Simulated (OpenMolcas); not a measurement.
# Ru³⁺ among point charges: CASSCF and CASPT2 levels and susceptibility, part 1 of 2

Aim: the splitting of the states of Ru³⁺ in the field of 5 point charges, its lowest levels with spin-orbit coupling and its magnetic susceptibility.

Method: state-averaged CASSCF and CASPT2, spin-orbit coupling by RASSI with atomic mean-field integrals. Code: OpenMolcas 26.06.

### 1 What is computed

```
Species                           : Ru³⁺ (ruthenium, Z = 44, 41 electrons)
Basis                             : ANO-RCC-VDZP [6s5p3d1f], 43 functions
Scalar Hamiltonian                : DKH2, point nucleus
Inactive shells                   : 1s 2s 2p 3s 3p 3d 4s 4p
Active space                      : 5 electrons in 5 orbitals (4d)
Some configurations of this space : 4d⁵
Orbitals                          : optimised for each spin and parity, averaged over all roots
```

Outer shells as boxes (Hund's rule):

4d5
```
4d [↑ ][↑ ][↑ ][↑ ][↑ ]
```

The ion sits among 5 point charges of -2 e arranged as a trigonal bipyramid (D3h), 2.08 Å from the ion, with the axial distance 2.038 Å.

Each step is its own input file, run in one work folder so that later steps find the files of earlier ones. Labels, J, g values, rates, χT and fits are worked out afterwards by a script from the matrices that RASSI stores.

### 2 Basis and integrals

The input, a.inp:

```
&GATEWAY
Coord
1

Ru 0.0 0.0 0.0
Basis=ANO-RCC-VDZP
Group=NoSym
NoMove
AngMom=0.0 0.0 0.0
AMFI
XField
5 Angstrom 0
2.080000 0.000000 0.000000 -2.000000
-1.040000 1.801333 0.000000 -2.000000
-1.040000 -1.801333 0.000000 -2.000000
0.000000 0.000000 2.038400 -2.000000
0.000000 0.000000 -2.038400 -2.000000
&SEWARD
```

Started as:

```sh
$ OMP_NUM_THREADS=1 MOLCAS_MEM=1689 MOLCAS_PROJECT=a pymolcas a.inp > a.log
```

The log of the run:

```text
Basis set label: RU.ANO-RCC...6S5P3D1F.

      Electronic valence basis set:
      ------------------
      Associated Effective Charge  44.000000 au
      Associated Actual Charge     44.000000 au
      Nuclear Model: Point charge

      Shell  nPrim  nBasis  Cartesian Spherical Contaminant
         s      21       6        X
         p      18       5        X
         d      13       3                 X
         f       6       1                 X
                  Relativistic Douglas-Kroll-Hess integrals:
                    - DKH order of Hamiltonian: 2
                    - DKH order of Properties : 0
                  Atomic mean-field integrals
```

### 3 Reference wave functions, sextets, 1 root

The input, a.inp:

```
&RASSCF
FileOrb=start.orb
Symmetry=1
Spin=6
nActEl=5 0 0
Inactive=18
Ras2=5
CIRoot=1 1 1
SDav=1
CIMx=300
Iter=120 100
PrWF=0.3
OrbListing=Nothing
MaxOrb=0
>>> COPY $Project.JobIph JOB001
```

Started as:

```sh
$ OMP_NUM_THREADS=1 MOLCAS_MEM=1689 MOLCAS_PROJECT=a pymolcas a.inp > a.log
```

start.orb holds the contracted functions of the basis, ordered by shell, or the orbitals of the step before.

The log of the run (excerpt; [...] marks lines left out):

```text
[...]
      Number of active orbitals                  5
[...]
      Spin quantum number                      2.5
[...]
      Active orbitals                            5
[...]
      Number of CSFs                             1
      Number of root(s) required                 1
[...]
      Convergence after 12 iterations
[...]
      Natural orbitals and occupation numbers for root  1
      sym 1:   1.000000   1.000000   1.000000   1.000000   1.000000
::    RASSCF root number  1 Total energy:  -4533.29113181
```

### 4 CASSCF: quartets, 24 roots

The input, a.inp:

```
&RASSCF
FileOrb=start.orb
Symmetry=1
Spin=4
nActEl=5 0 0
Inactive=18
Ras2=5
CIRoot=24 24 1
SDav=24
CIMx=300
Iter=120 100
PrWF=0.3
OrbListing=Nothing
MaxOrb=0
>>> COPY $Project.JobIph JOB002
```

Started as:

```sh
$ OMP_NUM_THREADS=1 MOLCAS_MEM=1689 MOLCAS_PROJECT=a pymolcas a.inp > a.log
```

The log of the run (excerpt; [...] marks lines left out):

```text
[...]
      Number of active orbitals                  5
[...]
      Spin quantum number                      1.5
[...]
      Active orbitals                            5
[...]
      Number of CSFs                            24
      Number of root(s) required                24
[...]
      Convergence after  9 iterations
[...]
      Natural orbitals and occupation numbers for root  1
      sym 1:   0.969071   1.904402   0.093390   1.030929   1.002209
      Natural orbitals and occupation numbers for root  2
      sym 1:   0.969071   1.030929   0.093390   1.904402   1.002209
      Natural orbitals and occupation numbers for root  3
      sym 1:   1.637855   1.000000   0.361990   1.000000   1.000155
::    RASSCF root number  1 Total energy:  -4533.19339639
::    RASSCF root number  2 Total energy:  -4533.19339639
::    RASSCF root number  3 Total energy:  -4533.18239171
[...]
::    RASSCF root number 21 Total energy:  -4533.07745063
::    RASSCF root number 22 Total energy:  -4533.07745063
::    RASSCF root number 23 Total energy:  -4533.06018729
::    RASSCF root number 24 Total energy:  -4533.06018729
```

### 5 CASSCF: doublets, 75 roots

The input, a.inp:

```
&RASSCF
FileOrb=start.orb
Symmetry=1
Spin=2
nActEl=5 0 0
Inactive=18
Ras2=5
CIRoot=75 75 1
SDav=75
CIMx=300
Iter=120 100
PrWF=0.3
OrbListing=Nothing
MaxOrb=0
>>> COPY $Project.JobIph JOB003
```

Started as:

```sh
$ OMP_NUM_THREADS=1 MOLCAS_MEM=1689 MOLCAS_PROJECT=a pymolcas a.inp > a.log
```

The log of the run (excerpt; [...] marks lines left out):

```text
[...]
      Number of active orbitals                  5
[...]
      Spin quantum number                      0.5
[...]
      Active orbitals                            5
[...]
      Number of CSFs                            75
      Number of root(s) required                75
[...]
      Convergence after  8 iterations
[...]
      Natural orbitals and occupation numbers for root  1
      sym 1:   1.007043   1.449612   0.100795   1.449560   0.992989
      Natural orbitals and occupation numbers for root  2
      sym 1:   0.992990   1.449560   0.100795   1.449612   1.007043
      Natural orbitals and occupation numbers for root  3
      sym 1:   1.117279   1.567482   0.177572   1.567428   0.570238
::    RASSCF root number  1 Total energy:  -4533.13996521
::    RASSCF root number  2 Total energy:  -4533.13996521
::    RASSCF root number  3 Total energy:  -4533.13572213
[...]
::    RASSCF root number 27 Total energy:  -4533.08818836
::    RASSCF root number 28 Total energy:  -4533.08200968
::    RASSCF root number 29 Total energy:  -4533.08176133
::    RASSCF root number 30 Total energy:  -4533.08145696
```

### 6 State interaction with spin-orbit coupling

The input, a.inp:

```
&RASSI
NrOfJobIphs=3 1 24 75
1
1 2 3 4 5 6 7 8 9 10 11 12 13 14 15 16 17 18 19 20 21 22 23 24
1 2 3 4 5 6 7 8 9 10 11 12 13 14 15 16 17 18 19 20 21 22 23 24 25 26 27
28 29 30 31 32 33 34 35 36 37 38 39 40 41 42 43 44 45 46 47 48 49 50 51
52 53 54 55 56 57 58 59 60 61 62 63 64 65 66 67 68 69 70 71 72 73 74 75
IphNames
JOB001
JOB002
JOB003
EJob
SpinOrbit
DIPRint=1.0
SOCoupling=1000.0
Subsets=2
Property=9
'ANGMOM' 1 'ANGMOM' 2 'ANGMOM' 3 'MLTPL  1' 1 'MLTPL  1' 2 'MLTPL  1' 3
'AMFI' 1 'AMFI' 2 'AMFI' 3
SOProperty=3
'ANGMOM' 1 'ANGMOM' 2 'ANGMOM' 3
```

The log of the run:

```text
SPIN-FREE ENERGIES:
  (Shifted by EMIN (a.u.) =      -4533.2911318121)

 SF State       Relative EMIN(au)   Rel lowest level(eV)    D:o, cm**(-1)      L_eff

     1             0.0000000000        0.0000000000              0.0000         0.0
     2             0.0977354196        2.6595162528          21450.4452         3.3
     3             0.0977354196        2.6595162528          21450.4452         3.3
     4             0.1087400987        2.9589688253          23865.6931         3.7
     5             0.1087400999        2.9589688576          23865.6933         3.7
     6             0.1215310219        3.3070275783          26672.9762         4.0
     7             0.1221036762        3.3226102964          26798.6593         4.0
     8             0.1224384991        3.3317212909          26872.1445         4.0
     9             0.1229964364        3.3469035386          26994.5975         3.9
    10             0.1229964364        3.3469035386          26994.5975         3.9
    11             0.1385620204        3.7704646569          30410.8484         2.6
    12             0.1385620204        3.7704646569          30410.8484         2.6
    13             0.1424477415        3.8762005140          31263.6656         2.3
    14             0.1424477415        3.8762005140          31263.6656         2.3
    15             0.1430448609        3.8924489607          31394.7181         1.0
    26             0.1511666003        4.1134527481          33177.2339         5.7
    27             0.1511666003        4.1134527481          33177.2339         5.7
    16             0.1532486709        4.1701087764          33634.1956         2.0
    28             0.1554096832        4.2289129166          34108.4829         5.3
    29             0.1554096846        4.2289129538          34108.4832         5.3
    30             0.1592501684        4.3334178422          34951.3720         5.3
    31             0.1598622852        4.3500743876          35085.7161         5.3
    32             0.1606479749        4.3714540934          35258.1551         5.0
    33             0.1606479749        4.3714540934          35258.1551         5.0
    18             0.1674225346        4.5557992566          36744.9991         1.9
    17             0.1674225346        4.5557992566          36744.9991         1.9
    34             0.1678396617        4.5671498610          36836.5479         5.6
    35             0.1678396617        4.5671498610          36836.5479         5.6
    36             0.1690498705        4.6000813202          37102.1580         3.7
    37             0.1690498705        4.6000813202          37102.1580         3.7
    38             0.1699304144        4.6240421407          37295.4151         5.8
    39             0.1757862675        4.7833880210          38580.6263         5.9
    40             0.1757884096        4.7834463106          38581.0964         5.9
    41             0.1825801772        4.9682597216          40071.7171         3.4
    42             0.1825801772        4.9682597216          40071.7171         3.4
    43             0.1853340342        5.0431959895          40676.1188         3.5
    44             0.1921997514        5.2300216714          42182.9696         4.8
    45             0.1921997514        5.2300216714          42182.9696         4.8
    46             0.1931109190        5.2548158065          42382.9478         2.3
    47             0.1975746351        5.3762797072          43362.6202         3.6
Eigenvalues of complex Hamiltonian:
   -----------------------------------
  (Shifted by EMIN (a.u.) =      -4533.2911318121)

 SO State       Relative EMIN(au)   Rel lowest level(eV)    D:o, cm**(-1)     J-value

     1            -0.0011601249        0.0000000000              0.0000         1.2
     2            -0.0011601249        0.0000000000              0.0000         1.2
     3            -0.0010918952        0.0018566244             14.9747         2.1
     4            -0.0010918952        0.0018566244             14.9747         2.1
     5            -0.0010563523        0.0028237961             22.7755         2.5
     6            -0.0010563523        0.0028237961             22.7755         2.5
     7             0.0946242098        2.6064245284          21022.2316         3.4
     8             0.0946242098        2.6064245284          21022.2316         3.4
     9             0.0950200986        2.6171972112          21109.1191         3.6
    10             0.0950200986        2.6171972112          21109.1191         3.6
    11             0.0967048930        2.6630428018          21478.8887         3.6
    12             0.0967048930        2.6630428018          21478.8887         3.6
    13             0.0987763458        2.7194099027          21933.5201         3.4
    14             0.0987763458        2.7194099027          21933.5201         3.4
    15             0.1042273535        2.8677393790          23129.8780         3.1
    16             0.1042273535        2.8677393790          23129.8780         3.1
    17             0.1062640865        2.9231617072          23576.8892         3.0
    18             0.1062640865        2.9231617072          23576.8892         3.0
    19             0.1082552079        2.9773428809          24013.8898         3.2
    20             0.1082552079        2.9773428809          24013.8898         3.2
    21             0.1106562382        3.0426782436          24540.8551         3.3
    22             0.1106562382        3.0426782436          24540.8551         3.3
    23             0.1201092417        3.2999075727          26615.5495         2.3
    24             0.1201092417        3.2999075727          26615.5495         2.3
    25             0.1201507944        3.3010382801          26624.6693         3.0
    26             0.1201507944        3.3010382801          26624.6693         3.0
    27             0.1205998564        3.3132578797          26723.2270         2.8
    28             0.1205998564        3.3132578797          26723.2270         2.8
    29             0.1207846481        3.3182863179          26763.7841         3.2
    30             0.1207846481        3.3182863179          26763.7841         3.2
    31             0.1212078969        3.3298035041          26856.6765         4.3
    32             0.1212078969        3.3298035041          26856.6765         4.3
    33             0.1213048879        3.3324427653          26877.9635         4.1
    34             0.1213048879        3.3324427653          26877.9635         4.1
    35             0.1214059871        3.3351938123          26900.1522         1.9
    36             0.1214059871        3.3351938123          26900.1522         1.9
    37             0.1216383303        3.3415161943          26951.1457         3.5
    38             0.1216383303        3.3415161943          26951.1457         3.5
    39             0.1221692459        3.3559631450          27067.6682         3.2
    40             0.1221692459        3.3559631450          27067.6682         3.2
    41             0.1221878781        3.3564701505          27071.7575         2.5
Weights of the five most important spin-orbit-free states for each spin-orbit state.

 SO State  Total energy (au)           Spin-free states, spin, and weights
 -------------------------------------------------------------------------------------------------------
    1        -0.001160       1 2.5  0.9907    2 1.5  0.0025    3 1.5  0.0025   18 1.5  0.0012   17 1.5  0.0012
    2        -0.001160       1 2.5  0.9907    2 1.5  0.0025    3 1.5  0.0025   18 1.5  0.0012   17 1.5  0.0012
    3        -0.001092       1 2.5  0.9917   15 1.5  0.0028    2 1.5  0.0015    3 1.5  0.0015   18 1.5  0.0008
    4        -0.001092       1 2.5  0.9917   15 1.5  0.0028    2 1.5  0.0015    3 1.5  0.0015   18 1.5  0.0008
    5        -0.001056       1 2.5  0.9923   15 1.5  0.0042    3 1.5  0.0009    2 1.5  0.0009   17 1.5  0.0006
    6        -0.001056       1 2.5  0.9923   15 1.5  0.0042    3 1.5  0.0009    2 1.5  0.0009   17 1.5  0.0006
    7         0.094624       2 1.5  0.4731    3 1.5  0.4731    4 1.5  0.0114    5 1.5  0.0114   12 1.5  0.0053
    8         0.094624       2 1.5  0.4731    3 1.5  0.4731    4 1.5  0.0114    5 1.5  0.0114   12 1.5  0.0053
    9         0.095020       2 1.5  0.4753    3 1.5  0.4753   12 1.5  0.0063   11 1.5  0.0063   36 0.5  0.0059
   10         0.095020       2 1.5  0.4753    3 1.5  0.4753   12 1.5  0.0063   11 1.5  0.0063   36 0.5  0.0059
   11         0.096705       3 1.5  0.4858    2 1.5  0.4858   11 1.5  0.0043   12 1.5  0.0043   37 0.5  0.0043
   12         0.096705       3 1.5  0.4858    2 1.5  0.4858   11 1.5  0.0043   12 1.5  0.0043   37 0.5  0.0043
```

These steps: 24 s of run time, 1 thread of Arm Neoverse V2, shared host.

States without spin-orbit coupling:

```csv
state,degeneracy,E (cm-1),free-ion L (%)
6A1,1,0,S (100)
4E,2,21450,G (64)
4E,2,23866,G (73)
4A2,1,26673,G (99)
4A1,1,26799,G (99)
4A1,1,26872,G (99)
4E,2,26995,G (100)
4E,2,30411,D (74)
4E,2,31264,D (61)
4A2,1,31395,P (100)
2E,2,33177,I (72)
4A1,1,33634,D (99)
2E,2,34108,I (68)
2A1,1,34951,I (67)
2A2,1,35086,I (67)
2E,2,35258,I (61)
4E,2,36745,P (48)
2E,2,36837,I (73)
2E,2,37102,D (44)
2A1,1,37295,I (93)
2A2,1,38581,I (100)
2A1,1,38581,I (100)
2E,2,40072,D (48)
2A2,1,40676,F (78)
```

With spin-orbit coupling:

```json
{"E (cm-1)": "0.0", "Degeneracy": "2", "Label": "E1/2", "2S+1": "6", "g": "0.00 0.00 9.99"}
{"E (cm-1)": "15.0", "Degeneracy": "2", "Label": "E3/2", "2S+1": "6", "g": "0.00 0.00 6.00"}
{"E (cm-1)": "22.8", "Degeneracy": "2", "Label": "E1/2", "2S+1": "6", "g": "2.00 6.00 6.00"}
{"E (cm-1)": "21022", "Degeneracy": "2", "Label": "E1/2", "2S+1": "4", "g": "0.00 0.00 7.92"}
{"E (cm-1)": "21109", "Degeneracy": "2", "Label": "E3/2", "2S+1": "4", "g": "0.00 0.00 3.96"}
{"E (cm-1)": "21479", "Degeneracy": "2", "Label": "E1/2", "2S+1": "4", "g": "0.03 0.92 0.92"}
{"E (cm-1)": "21934", "Degeneracy": "2", "Label": "E1/2", "2S+1": "4", "g": "0.77 0.77 3.94"}
{"E (cm-1)": "23130", "Degeneracy": "2", "Label": "E1/2", "2S+1": "4", "g": "0.06 0.06 9.90"}
{"E (cm-1)": "23577", "Degeneracy": "2", "Label": "E1/2", "2S+1": "4", "g": "0.11 0.11 5.96"}
{"E (cm-1)": "24014", "Degeneracy": "2", "Label": "E3/2", "2S+1": "4", "g": "0.00 0.00 1.95"}
{"E (cm-1)": "24541", "Degeneracy": "2", "Label": "E1/2", "2S+1": "4", "g": "0.02 0.02 2.01"}
{"E (cm-1)": "26616", "Degeneracy": "2", "Label": "E1/2", "2S+1": "4", "g": "1.84 1.84 2.05"}
{"E (cm-1)": "26625", "Degeneracy": "2", "Label": "E3/2", "2S+1": "4", "g": "0.00 0.00 9.13"}
{"E (cm-1)": "26723", "Degeneracy": "2", "Label": "E1/2", "2S+1": "4", "g": "1.18 1.18 6.58"}
{"E (cm-1)": "26764", "Degeneracy": "2", "Label": "E3/2", "2S+1": "4", "g": "0.00 0.00 2.65"}
{"E (cm-1)": "26857", "Degeneracy": "2", "Label": "E1/2", "2S+1": "4", "g": "1.91 3.95 3.95"}
{"E (cm-1)": "26878", "Degeneracy": "2", "Label": "E3/2", "2S+1": "4", "g": "0.00 0.00 5.89"}
{"E (cm-1)": "26900", "Degeneracy": "2", "Label": "E1/2", "2S+1": "4", "g": "0.02 0.02 13.71"}
{"E (cm-1)": "26951", "Degeneracy": "2", "Label": "E1/2", "2S+1": "4", "g": "1.78 1.78 2.40"}
{"E (cm-1)": "27068", "Degeneracy": "2", "Label": "E1/2", "2S+1": "4", "g": "2.40 2.40 5.76"}
{"E (cm-1)": "27072", "Degeneracy": "2", "Label": "E3/2", "2S+1": "4", "g": "0.00 0.00 9.86"}
{"E (cm-1)": "29610", "Degeneracy": "2", "Label": "E1/2", "2S+1": "4", "g": "0.02 0.02 7.11"}
{"E (cm-1)": "29834", "Degeneracy": "2", "Label": "E3/2", "2S+1": "4", "g": "0.00 0.00 3.50"}
{"E (cm-1)": "30158", "Degeneracy": "2", "Label": "E1/2", "2S+1": "4", "g": "0.60 2.14 2.14"}
```

The table of states holds 24 of 67 computed; the rest, higher up, is left out. Labels of spin-orbit levels are those of the rotation subgroup (D3 for D3h). Principal g values are given for doublets only; a zero marks a field direction without first-order Zeeman splitting.

Powder χT (cm³ K/mol): 3.35 at 2 K, 3.68 at 5 K, 4.03 at 10 K, 4.26 at 20 K, 4.35 at 50 K, 4.37 at 100 K, 4.37 at 150 K, 4.37 at 200 K, 4.37 at 250 K, 4.37 at 300 K.

(Continued in part 2 of 2.)
